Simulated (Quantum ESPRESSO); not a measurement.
**HfGe in Quantum ESPRESSO: the effect of dispersion**

Crystal: HfGe.

```
CELL_PARAMETERS angstrom
3.50084 0.00000 0.00000
0.00000 3.50084 0.00000
0.00000 0.00000 3.50084
ATOMIC_POSITIONS crystal
Hf 0.00000 0.00000 0.00000
Ge 0.50000 0.50000 0.50000
```

The cell was built by a generator and needn't be a form met in nature.

Alike in all runs:

| Item | Value |
| --- | --- |
| Program | Quantum ESPRESSO 7.5 |
| Task | phonons |
| Potentials or basis | GBRV 1.5 PBE |
| Cutoff | 612 eV |
| Density cutoff | 4898 eV |
| k mesh | 7 × 7 × 7 |
| Occupations | cold, width 0.2 eV |
| Spin | no spin polarisation |

Each run relaxes the cell or the atoms first.

```tsv
dispersion	functional	relaxed volume (Å³/atom)	highest phonon frequency (cm⁻¹)
none	PBE	?	?
D2	PBE	18.23	145
D3(BJ) two-body	PBE	18.18	158
rVV10	rPW86PBE	19.09	141
rev-vdW-DF2	rev-vdW-DF2	18.27	169
```

Problem. What does the run with dispersion none give?

Solution. Relaxed volume 18.79 Å³/atom; highest phonon frequency 146 cm⁻¹.

Caveats: the mesh is thin for the phonons of a metal; pairwise dispersion overbinds metals, which lowers pressure and volume (some runs); the volume moved by over 15 % at a fixed basis, so the end points are rough (some runs); the potentials were made for another functional, which shifts forces and pressure (some runs); before the sum rule the acoustic modes lie tens of cm⁻¹ from zero, a sign that the density grid also shifts the optical modes (some runs).
